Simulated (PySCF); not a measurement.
# HfNCl: singlet, from a linear start

Aim: relax HfNCl as a singlet from a hand-made linear geometry, check by its vibrations whether the end is a minimum, and collect its spectrum and constants.

The runs use PySCF 2.14.0; PBE0, basis Hf def2-TZVP with ECP60, N def2-TZVP, Cl def2-TZVP, scalar-relativistic core potentials, no spin–orbit coupling, density fitting.

## (1) Where the work starts

3 atoms, charge 0, spin multiplicity 1.

Bond lengths: Hf1–N2 1.880 Å, Hf1–Cl3 2.510 Å. Angles: N2–Hf1–Cl3 180.0°.

```xyz
3
charge 0 multiplicity 1
Hf    0.0000    0.0000   -0.2684
N     0.0000    0.0000   -2.1484
Cl    0.0000    0.0000    2.2416
```

## (2) Relaxation: linear start, singlet

One driver script runs all steps and calls PySCF; scf.py shows how it sets up the SCF of each step. The optimiser is the driver's own. Before each start the driver seeks the lowest SCF state from one or more starting densities and follows internal instabilities, so scf.py alone need not reach the same state.

The program finds C∞v symmetry in the start, which this walk keeps.

scf.py reads:

```python
from pyscf import gto, scf, dft
mol = gto.M(atom='''
Hf     0.000000     0.000000    -0.268419
N      0.000000     0.000000    -2.148419
Cl     0.000000     0.000000     2.241581''',
    basis={'Hf': 'def2-TZVP', 'N': 'def2-TZVP', 'Cl': 'def2-TZVP'},
    ecp={'Hf': 'def2-TZVP'},
    charge=0, spin=0)
mf = dft.RKS(mol, xc='PBE0')
mf.grids.atom_grid = (50, 194)
aux = {'Hf': 'def2-universal-JKFIT', 'N': 'def2-universal-JKFIT', 'Cl': 'def2-universal-JKFIT'}
mf = mf.density_fit(auxbasis=aux)
mf.kernel()
```

After this run come: Is it a minimum? Harmonic modes; Downhill along the imaginary mode; Vibrations and properties at this point.

What does the calculation give? Wanted: minimum; geometry; wavenumbers; dipole moment; highest occupied, lowest empty level; polar-tensor charge of Hf1; zero-point energy; atomisation energy.

As calculated:

| quantity | value |
| --- | --- |
| minimum | singlet, Cs |
| geometry | Hf–Cl 2.381 Å, Hf–N 1.725 Å; Cl–Hf–N 108.8° |
| wavenumbers (cm⁻¹) | 185 (a'), 354 (a'), 970 (a') |
| dipole moment | 7.27 D |
| highest occupied, lowest empty level | -6.07, -3.32 eV |
| polar-tensor charge of Hf1 | +1.31 e |
| zero-point energy | 9.0 kJ/mol |
| entropy at 298.15 K | 298.3 J/(mol K) |
| atomisation energy (no zero-point energy) | 930 kJ/mol |

In words: The linear start (C∞v) ends in a minimum of Cs symmetry, after a stop at a second-order saddle point 78.2 kJ/mol higher, from which it was pushed off along an imaginary mode. In the infrared the band at 970 cm⁻¹ (a', stretch) leads. With 7.3 D the molecule is strongly polar. Only this shape and spin were tried, so other structures or states may lie lower. Spin–orbit coupling, left out here, can matter for elements this heavy.
